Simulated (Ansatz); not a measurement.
**FH₂NSn: how energies converge with the basis set**

One table from this session's results is given with a row withheld; the runs are named, their logs left out.

Computed with Ansatz 0.2.0, Gaussian basis. Level: one geometry, several basis sets.

The runs, in order: PBE0-D4/def2-SVP; ωB97M-V/def2-SVP; PBE0-D4/def2-QZVPP; ωB97M-V/def2-QZVPP; the functionals' def2-TZVPP values are taken from earlier runs.

**Structure used throughout**

All runs share one geometry, relaxed beforehand with PBE0-D4 in a triple-zeta def2 set. Sn takes the def2 core potential; no spin-orbit term is included.

SMILES `[NH2][Sn][F]`, 5 atoms, charge 0, spin multiplicity 1.

Atoms are counted from 1 here; the program's logs count them from 0.

Bond lengths: N1–Sn2 2.003 Å, N1–H4 1.008 Å, N1–H5 1.010 Å, Sn2–F3 1.951 Å. Angles: Sn2–N1–H4 126.2°, Sn2–N1–H5 121.8°, H4–N1–H5 112.0°, N1–Sn2–F3 92.0°.

Set-up of the first run:

The input, in.yaml:

```yaml
crystal:
  periodic: [false, false, false]
  atoms:
    - {symbol: N, position_ang: [-0.302943, 0.495514, -0.393332]}
    - {symbol: Sn, position_ang: [0.338932, -0.053665, 1.423233]}
    - {symbol: F, position_ang: [0.966948, -1.775887, 0.754336]}
    - {symbol: H, position_ang: [-0.746802, 1.369304, -0.629108]}
    - {symbol: H, position_ang: [-0.206235, -0.108867, -1.196629]}
basis:
  gaussian: {orbitals: def2-SVP}
hamiltonian: {xc: pbe0, dispersion: d4}
output: {orbitals: {seedname: orbitals}}
```

Among the steps run: PBE0-D4 in def2-SVP; ωB97M-V in def2-SVP; PBE0-D4 in def2-QZVPP; ωB97M-V in def2-QZVPP.

One table of the session follows, with a row left open; its other results are not shown here.

It belongs to the step «Density functionals: the series». 

| functional | basis | HOMO (eV) | LUMO (eV) |
| --- | --- | --- | --- |
| PBE0-D4 | def2-SVP | -7.40 | -1.65 |
| PBE0-D4 | def2-TZVPP | ? | ? |
| PBE0-D4 | def2-QZVPP | -7.64 | -1.93 |
| ωB97M-V | def2-SVP | -9.59 | 0.19 |
| ωB97M-V | def2-TZVPP | -9.85 | -0.14 |
| ωB97M-V | def2-QZVPP | -9.90 | -0.24 |

**Question.** Estimate the row for PBE0-D4, def2-TZVPP.

The run gave: HOMO (eV): -7.59; LUMO (eV): -1.87. In the column «HOMO (eV)» it lies between PBE0-D4, def2-QZVPP (-7.64) and PBE0-D4, def2-SVP (-7.40).
